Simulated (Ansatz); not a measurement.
# GeH4OSi: single points off equilibrium

Aim: energy, forces and dipole at a structure displaced at random from a GFN2-xTB minimum, from CCSD(T) and from density functionals.

Method: single points in def2-TZVPP; program: Ansatz 0.2.0, Gaussian basis.

Correlated methods freeze the cores. Filled d shells of the heavier atoms are correlated.

### Step 1. Starting geometry

SMILES `[SiH3][O][GeH]`, 7 atoms, charge 0, spin multiplicity 1.

Atoms are counted from 1 here; the program's logs count them from 0.

Bond lengths: Si1–O2 1.633 Å, Si1–H4 1.454 Å, Si1–H5 1.463 Å, Si1–H6 1.444 Å, O2–Ge3 1.768 Å, Ge3–H7 1.723 Å. Angles: O2–Si1–H4 104.4°, O2–Si1–H5 102.3°, O2–Si1–H6 110.3°, H4–Si1–H5 113.5°, H4–Si1–H6 113.3°, H5–Si1–H6 112.2°, Si1–O2–Ge3 165.1°, O2–Ge3–H7 95.6°.

Coordinates:

```xyz
7
charge 0, multiplicity 1
Si   -0.76850    0.59160   -0.34340
O     0.54470   -0.37820   -0.38150
Ge    1.89860   -1.43840    0.03070
H    -1.76030   -0.11160   -1.14100
H    -0.27100    1.81300   -0.97650
H    -1.18650    0.81490    1.02050
H     1.66820   -1.35100    1.73570
```

### Step 2. CCSD(T)/def2-TZVPP

Input file run/in.yaml:

```yaml
crystal:
  periodic: [false, false, false]
  atoms:
    - {symbol: Si, position_ang: [-0.768500, 0.591600, -0.343400]}
    - {symbol: O, position_ang: [0.544700, -0.378200, -0.381500]}
    - {symbol: Ge, position_ang: [1.898600, -1.438400, 0.030700]}
    - {symbol: H, position_ang: [-1.760300, -0.111600, -1.141000]}
    - {symbol: H, position_ang: [-0.271000, 1.813000, -0.976500]}
    - {symbol: H, position_ang: [-1.186500, 0.814900, 1.020500]}
    - {symbol: H, position_ang: [1.668200, -1.351000, 1.735700]}
basis:
  gaussian: {orbitals: def2-TZVPP}
correlation: {method: ccsd_t}
output: {forces: true}
```

The run is started by

```bash
> ansatz run in.yaml --threads 8 --pin off --events-out ev --progress --plain --max-ram 10444MiB
```

### Step 3. PBE0-D4/def2-TZVPP

run/in.yaml, as its differences from that of step 2:

```diff
@@ -12,3 +12,3 @@
   gaussian: {orbitals: def2-TZVPP}
-correlation: {method: ccsd_t}
-output: {forces: true}
+hamiltonian: {xc: pbe0, dispersion: d4}
+output: {forces: true, orbitals: {seedname: orbitals}}
```

### Step 4. wB97M-V/def2-TZVPP

run/in.yaml, as its differences from that of step 3:

```diff
@@ -12,3 +12,3 @@
   gaussian: {orbitals: def2-TZVPP}
-hamiltonian: {xc: pbe0, dispersion: d4}
-output: {forces: true, orbitals: {seedname: orbitals}}
+hamiltonian: {xc: {name: wB97M-V}}
+output: {forces: true}
```

### Step 5. r2SCAN-D4/def2-TZVPP

run/in.yaml, as its differences from that of step 4:

```diff
@@ -12,3 +12,3 @@
   gaussian: {orbitals: def2-TZVPP}
-hamiltonian: {xc: {name: wB97M-V}}
+hamiltonian: {xc: r2scan, dispersion: d4}
 output: {forces: true}
```

### Step 6. PBE-D4/def2-TZVPP

run/in.yaml, as its differences from that of step 5:

```diff
@@ -12,3 +12,3 @@
   gaussian: {orbitals: def2-TZVPP}
-hamiltonian: {xc: r2scan, dispersion: d4}
+hamiltonian: {xc: pbe, dispersion: d4}
 output: {forces: true}
```

### Step 7. revPBE-D4/def2-TZVPP

run/in.yaml, as its differences from that of step 6:

```diff
@@ -12,3 +12,3 @@
   gaussian: {orbitals: def2-TZVPP}
-hamiltonian: {xc: pbe, dispersion: d4}
+hamiltonian: {xc: {name: revPBE}, dispersion: d4}
 output: {forces: true}
```

### Step 8. HSE06-D4/def2-TZVPP

run/in.yaml, as its differences from that of step 7:

```diff
@@ -12,3 +12,3 @@
   gaussian: {orbitals: def2-TZVPP}
-hamiltonian: {xc: {name: revPBE}, dispersion: d4}
+hamiltonian: {xc: hse06, dispersion: d4}
 output: {forces: true}
```

(Steps that only read results are left out.)

What does the calculation give? Wanted: energy less free atoms, CCSD(T)/def2-TZVPP; RMS force component; RMS force error; HOMO and LUMO, PBE0-D4; T1 diagnostic.

**Answer**, as computed:

| quantity | value |
| --- | --- |
| energy less free atoms, CCSD(T)/def2-TZVPP | -496.7 kcal/mol |
| RMS force component | 0.487 to 0.536 eV/Å over the methods |
| RMS force error | PBE0-D4 0.081, wB97M-V 0.052, r2SCAN-D4 0.063, PBE-D4 0.216, revPBE-D4 0.253, HSE06-D4 0.082 eV/Å |
| HOMO and LUMO, PBE0-D4 | -6.70 and -2.39 eV |
| T1 diagnostic | 0.014 |

Against CCSD(T) the functionals' energies less atoms differ by -12.3 to +1.6 kcal/mol, PBE-D4 by -9.1 kcal/mol. CCSD(T) in triple zeta still lacks some correlation energy of the bonds, so part of these gaps is its own basis error and they don't rank the functionals. The forces of wB97M-V come nearest to CCSD(T), those of revPBE-D4 are farthest. Frozen-core CCSD(T) forces in triple zeta carry basis errors of their own, and this is one geometry, so small gaps rank nothing.
